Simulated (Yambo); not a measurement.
# MgO (Fm-3m) in Yambo: notebook

The runs below take MgO through Hartree-Fock levels, G0W0 quasiparticle levels, with PBE.

Program: Yambo 5.3.0. These are calculated values, not measurements. Logs are shortened: lines on timing, memory, paths and dates and some standing lists are left out, and cuts for length are marked.

**What was measured.**

From “Electronic structure of alkaline earth and post-transition metal oxides”, 2009, arxiv:0908.1581, for a bulk crystal of MgO: band gap 7.83 eV.

The results are compared with them further down.

## Step 1: The structure

The structure is cubic, space group Fm-3m (No. 225). Conventional cell: a = 4.194 Å, b = 4.194 Å, c = 4.194 Å, α = 90.00°, β = 90.00°, γ = 90.00°. Mg (site symmetry m-3m) has 6 O at 2.10 Å as nearest neighbours. Around O (site symmetry m-3m) lie 6 Mg at 2.10 Å.

The cell is a database's computed one.

## Step 2: Hartree-Fock levels, PBE

The input, hf1.in:

```
rim_cut
HF_and_locXC
RandQpts= 1000000
RandGvec= 50 RL
EXXRLvcs= 84 Ry
VXCRLvcs= 84 Ry
% QPkrange
 1 | 1 | 8 | 10 |
%
```

The input, scf.in:

```
&CONTROL
  calculation = 'scf'
  prefix = 'pwscf'
  outdir = './tmp'
  pseudo_dir = './pseudo'
/
&SYSTEM
  ibrav = 0
  nat = 2
  ntyp = 2
  ecutwfc = 84
  nbnd = 14
  occupations = 'smearing'
  smearing = 'fd'
  degauss = 0.00367493
  force_symmorphic = .true.
/
&ELECTRONS
  conv_thr = 4d-10
  electron_maxstep = 120
  mixing_beta = 0.5
/
ATOMIC_SPECIES
Mg    24.3050 Mg.upf
O     15.9990 O.upf
CELL_PARAMETERS angstrom
   0.0000000000    2.0970013927    2.0970013927
   2.0970013927    0.0000000000    2.0970013927
   2.0970013927    2.0970013927    0.0000000000
ATOMIC_POSITIONS crystal
Mg     0.0000000000    0.0000000000    0.0000000000
O      0.5000000000    0.5000000000    0.5000000000
K_POINTS automatic
12 12 12 0 0 0
```

The input, nscf.in:

```
&CONTROL
  calculation = 'nscf'
  prefix = 'pwscf'
  outdir = './tmp'
  pseudo_dir = './pseudo'
/
&SYSTEM
  ibrav = 0
  nat = 2
  ntyp = 2
  ecutwfc = 84
  nbnd = 208
  occupations = 'fixed'
  force_symmorphic = .true.
/
&ELECTRONS
  conv_thr = 1d-08
  diago_full_acc = .true.
  diago_thr_init = 1d-06
/
ATOMIC_SPECIES
Mg    24.3050 Mg.upf
O     15.9990 O.upf
CELL_PARAMETERS angstrom
   0.0000000000    2.0970013927    2.0970013927
   2.0970013927    0.0000000000    2.0970013927
   2.0970013927    2.0970013927    0.0000000000
ATOMIC_POSITIONS crystal
Mg     0.0000000000    0.0000000000    0.0000000000
O      0.5000000000    0.5000000000    0.5000000000
K_POINTS automatic
8 8 8 0 0 0
```

Potentials or basis: PseudoDojo 0.4.1 SR PBE standard.

On the command line:

```bash
$ OMP_NUM_THREADS=1 pw.x -in scf.in > scf.out
$ OMP_NUM_THREADS=1 pw.x -in nscf.in > nscf.out
$ cd tmp/pwscf.save; p2y; mv SAVE ../..; cd ../..
$ OMP_NUM_THREADS=1 yambo
$ mkdir -p hf1; ln -s $PWD/g0w00/ndb.RIM hf1/
$ OMP_NUM_THREADS=1 yambo -F hf1.in -J hf1 -C hf1_out
```

Yambo's report:

```text
[... sections 02.01 to 02.04 as in the set-up run ...]

  [02.05] Energies & Occupations
  ==============================

  [X] === General ===
  [X] Electronic Temperature                        :  0.000000  0.000000 [eV K]
  [X] Bosonic    Temperature                        :  0.000000  0.000000 [eV K]
  [X] Finite Temperature mode                       : no
  [X] El. density                                   :  0.86755E+24 [cm-3]
  [X] Fermi Level                                   :  8.213385 [eV]

  [X] === Gaps and Widths ===
  [X] Conduction Band Min                           :  4.894965 [eV]
  [X] Valence Band Max                              :  0.000000 [eV]
  [X] Filled Bands                                  :   8
  [X] Empty Bands                                   :    9  208
  [X] Direct Gap                                    :  4.894965 [eV]
  [X] Direct Gap localized at k                     :  1
  [X] Indirect Gap                                  :  4.894965 [eV]
  [X] Indirect Gap between kpts                     :  1  1
  [X] Last valence band width                       :  1.776449 [eV]
  [X] 1st conduction band width                     :  6.878332 [eV]

 [03] Transferred momenta grid and indexing
 ==========================================

 IBZ Q-points                                      :  29
 BZ  Q-points                                      :   512

 K/Q-points units:
 rlu = crystal or reduced units; cc = cartesian coordinates; iku = interal k-units

 Q [ 1]         [rlu]:  0.000000  0.000000  0.000000
 Q [ 2]         [rlu]: -0.32851E-17 -0.32851E-17  0.12500
 Q [ 3]         [rlu]: -0.65702E-17 -0.65702E-17  0.25000
 Q [ 4]         [rlu]:  0.33905E-17  0.33905E-17  0.37500
 Q [ 5]         [rlu]:  0.13140E-16  0.13140E-16 -0.50000
 Q [ 6]         [rlu]:  0.67787E-18  0.12500      0.12500
 Q [ 7]         [rlu]: -0.69125E-17  0.12500      0.25000
 Q [ 8]         [rlu]: -0.65702E-17  0.12500      0.37500
 Q [ 9]         [rlu]:  0.60166E-16  0.12500      0.50000
 Q [10]         [rlu]:  0.13140E-16  0.12500     -0.37500
 Q [11]         [rlu]:  0.38644E-17  0.12500     -0.25000
 Q [12]         [rlu]:  0.65702E-17  0.12500     -0.12500
 Q [13]         [rlu]:  0.13557E-17  0.25000      0.25000
 Q [14]         [rlu]: -0.32851E-17  0.25000      0.37500
 Q [15]         [rlu]: -0.75327E-16  0.25000      0.50000
[... 12 lines left out ...]
 Q [28]         [rlu]:  0.125000 -0.500000 -0.375000
 Q [29]         [rlu]:  0.250000 -0.500000 -0.250000

 [04] Coloumb potential Random Integration (RIM)
 ===============================================

 Summary of Coulomb integrals for non-metallic bands |Q|[au] RIM/Bare

 Q [1] 0.100000E-4 0.997530 * Q [2] 0.171642 1.068930
 Q [6] 0.198195 1.068679 * Q [12] 0.280290 1.029814
 Q [7] 0.328669 1.023420 * Q [3] 0.343283 1.020719
 Q [13] 0.396390 1.017590 * Q [11] 0.431956 1.014476
 Q [22] 0.443177 1.014367 * Q [8] 0.485476 1.012582
 Q [14] 0.514925 1.011829 * Q [4] 0.514925 1.011475
 Q [17] 0.560580 1.010226 * Q [23] 0.586268 1.009848
 Q [10] 0.594584 1.009444 * Q [18] 0.594584 1.009889
 Q [25] 0.626747 1.009190 * Q [9] 0.649825 1.008770
 Q [15] 0.657338 1.008739 * Q [5] 0.686567 1.008016
 Q [19] 0.707697 1.008134 * Q [16] 0.707697 1.007860
 Q [27] 0.714602 1.007777 * Q [24] 0.741577 1.007458
 Q [26] 0.761182 1.007502 * Q [21] 0.792779 1.006981
 Q [28] 0.817178 1.006761 * Q [20] 0.840869 1.006740
 Q [29] 0.886354 1.006301

 [05] Local Exchange-Correlation + Non-Local Fock
 ================================================

 [VXC] Plane waves :  1687
 [EXS] Plane waves :  1687

 QP @ state[ 1 ] K range:  1  1
 QP @ state[ 1 ] b range:   8  10

 [WF-HF/Rho loader] Normalization (few states)  min/max  :  0.73796E-16   1.0000

 [xc] Functional : Perdew, Burke & Ernzerhof(X)+Perdew, Burke & Ernzerhof(C)
 [xc] LIBXC used to calculate xc functional
  PP Number of Atomic Species                      :  2
  NLCC RL compoments                               :  12939
  PP Number of Atomic Species                      :  2
  NLCC RL compoments                               :  12939
 [WR./hf1//ndb.HF_and_locXC]-----------------------------------------------------
  Brillouin Zone Q/K grids (IBZ/BZ)                :    29   512    29   512
  RL vectors                                       :  2229 [WF]
  Fragmentation                                    : no
  Electronic Temperature                           :  0.000000 [K]
  Bosonic    Temperature                           :  0.000000 [K]
  Green`s function   wavefunctions                 : Perdew, Burke & Ernzerhof(X)+Perdew, Burke & Ernzerhof(C)
  Total number of QP states                        :  3
  Exchange RL vectors                              :  1687
  Exchange summation bands                         :   8
  RIM RL components                                :   51
  RIM random points                                :  1000000

 [xc] E_xc :  -11.64442 [Ha]
      E_xc :  -23.28885 [Ry]

  Local XC kind (lXC) : Perdew, Burke & Ernzerhof(X)+Perdew, Burke & Ernzerhof(C)
  Non-Local XC kind (nlXC) : Hartree-Fock

  Corrections @ K [1] :  [eV]
 <8|nlXC|8> = -25.68308 -0.17832E-16 <8|lXC|8> = -20.11513  0.000000
 <9|nlXC|9> = -9.057614 -0.11040E-17 <9|lXC|9> = -13.57090  0.000000
 <10|nlXC|10> = -3.759630  0.11435E-17 <10|lXC|10> = -9.601981  0.37763E-15
```

Wall time 68 s (1 thread of Intel Xeon 6975P-C (Granite Rapids), shared host); peak memory 0.28 GiB.

What came out:

```
Band gap on the k mesh, mean-field level          : 4.89 eV, direct
Quasiparticle gap                                 : 14.98 eV
Least direct quasiparticle gap                    : 14.98 eV
Quasiparticle gap at Γ                            : 14.98 eV
Band gap of the same states before the correction : 4.89 eV
```

Quasiparticle terms (eV):
| k point | band | Kohn-Sham level | Vxc | Σx | Σc | Z | result |
| --- | --- | --- | --- | --- | --- | --- | --- |
| (0.000, 0.000, 0.000) | 8 | 0.00 | -20.12 | -25.68 | - | - | -5.57 |
| (0.000, 0.000, 0.000) | 9 | 4.89 | -13.57 | -9.06 | - | - | 9.41 |
| (0.000, 0.000, 0.000) | 10 | 16.04 | -9.60 | -3.76 | - | - | 21.88 |

## Step 3: G0W0 quasiparticle levels, PBE

The input, g0w05.in:

```
gw0
dyson
el_el_corr
rim_cut
HF_and_locXC
ppa
em1d
RandQpts= 1000000
RandGvec= 50 RL
EXXRLvcs= 84 Ry
VXCRLvcs= 84 Ry
Chimod= "HARTREE"
% BndsRnXp
 1 | 208 |
%
NGsBlkXp= 12 Ry
% LongDrXp
 1 | 1 | 1 |
%
PPAPntXp= 27.21138 eV
% GbndRnge
 1 | 208 |
%
GTermKind= "BG"
DysSolver= "n"
ExtendOut
% QPkrange
 1 | 1 | 8 | 9 |
%
```

scf.in is that of step 2.

nscf.in is that of step 2.

Potentials or basis: PseudoDojo 0.4.1 SR PBE standard.

On the command line:

```bash
$ OMP_NUM_THREADS=1 pw.x -in scf.in > scf.out
$ OMP_NUM_THREADS=1 pw.x -in nscf.in > nscf.out
$ cd tmp/pwscf.save; p2y; mv SAVE ../..; cd ../..
$ OMP_NUM_THREADS=1 yambo
$ mkdir -p g0w05; ln -s $PWD/g0w00/ndb.pp* g0w05/
$ mkdir -p g0w05; ln -s $PWD/g0w00/ndb.RIM g0w05/
$ OMP_NUM_THREADS=1 yambo -F g0w05.in -J g0w05 -C g0w05_out
```

Yambo's report:

```text
[... sections 02.01 to 02.04 as in the set-up run ...]

  [02.05] Energies & Occupations
  ==============================

  [X] === General ===
  [X] Electronic Temperature                        :  0.000000  0.000000 [eV K]
  [X] Bosonic    Temperature                        :  0.000000  0.000000 [eV K]
  [X] Finite Temperature mode                       : no
  [X] El. density                                   :  0.86755E+24 [cm-3]
  [X] Fermi Level                                   :  8.213385 [eV]

  [X] === Gaps and Widths ===
  [X] Conduction Band Min                           :  4.894965 [eV]
  [X] Valence Band Max                              :  0.000000 [eV]
  [X] Filled Bands                                  :   8
  [X] Empty Bands                                   :    9  208
[... 287 lines left out ...]
   PPA    diel. fun.  energies                      : Perdew, Burke & Ernzerhof(X)+Perdew, Burke & Ernzerhof(C)
   wavefunctions                                    : Perdew, Burke & Ernzerhof(X)+Perdew, Burke & Ernzerhof(C)
   QP tot states                                    :  2
   GW solver                                        : Newton
   GW approximation                                 : PPA
   PPA imaginary Energy                             :  27.21138 ev
   RIM G`s                                          :   51
   RIM random pts                                   :  1000000
   dS/dw steps                                      :  2
   dS/dw step                                       :  0.100000 ev
   X G`s                                            :  113 used
   X G`s                                            :  113 disk
   X bands                                          :    1  208
   X poles                                          :  100.0000 o/o
   X e/h E range                                    : -1.000000 -1.000000 ev
   X Hxc Kernel                                     : HARTREE
   X BZ energy Double Grid                          : no
   X Optical Averaged directions                    : none
   Sc/G bands                                       :    1  208
   Sc/G damping                                     :  0.100000 ev
   Sc bands terminator                              : yes
   Sc terminator kind                               : BG
   Sc Terminator pole                               :  40.81708
   Sx RL components                                 :  1687

   QP @ state[ 1 ] K range                          :  1  1
   QP @ state[ 1 ] b range                          :   8   9
   GF energies kind                                 : Perdew, Burke & Ernzerhof(X)+Perdew, Burke & Ernzerhof(C)
   GF WF`s kind                                     : Perdew, Burke & Ernzerhof(X)+Perdew, Burke & Ernzerhof(C)
   Xs energies kind                                 : Perdew, Burke & Ernzerhof(X)+Perdew, Burke & Ernzerhof(C)
   Xs WF`s kind                                     : Perdew, Burke & Ernzerhof(X)+Perdew, Burke & Ernzerhof(C)
```

o-g0w05.qp:

```text
# GW solver                                       : Newton
# GW approximation                                : PPA
# PPA imaginary Energy                            :   27.2113800    [ev]
[... 30 lines left out ...]
#
        1                   8                 0.000000          -1.554372          -1.554372          -20.11513          -25.68308           3.632658           4.013571          -6.667983           0.803183          -0.001039           15.23273           43.21036
        1                   9                 4.894965           5.705990           0.811025          -13.57090          -9.057614          -3.560841          -3.702258          -4.744415           0.851531          -0.757557E-3       -10.05368           65.46973
#
```

Results:

```
Band gap on the k mesh, mean-field level          : 4.89 eV, direct
Quasiparticle gap                                 : 7.26 eV
Least direct quasiparticle gap                    : 7.26 eV
Quasiparticle gap at Γ                            : 7.26 eV
Band gap of the same states before the correction : 4.89 eV
```

Quasiparticle terms (eV):
```csv
k point,band,Kohn-Sham level,Vxc,Σx,Σc,Z,result
"(0.000, 0.000, 0.000)",8,0.00,-20.12,-25.68,3.63,0.80,-1.55
"(0.000, 0.000, 0.000)",9,4.89,-13.57,-9.06,-3.56,0.85,5.71
```

Caveat: this version prints the column dSc/dw multiplied by 27.2; the terminator is approximate in this version, by hundredths of an eV.

(Continued in part 2 of 3.)
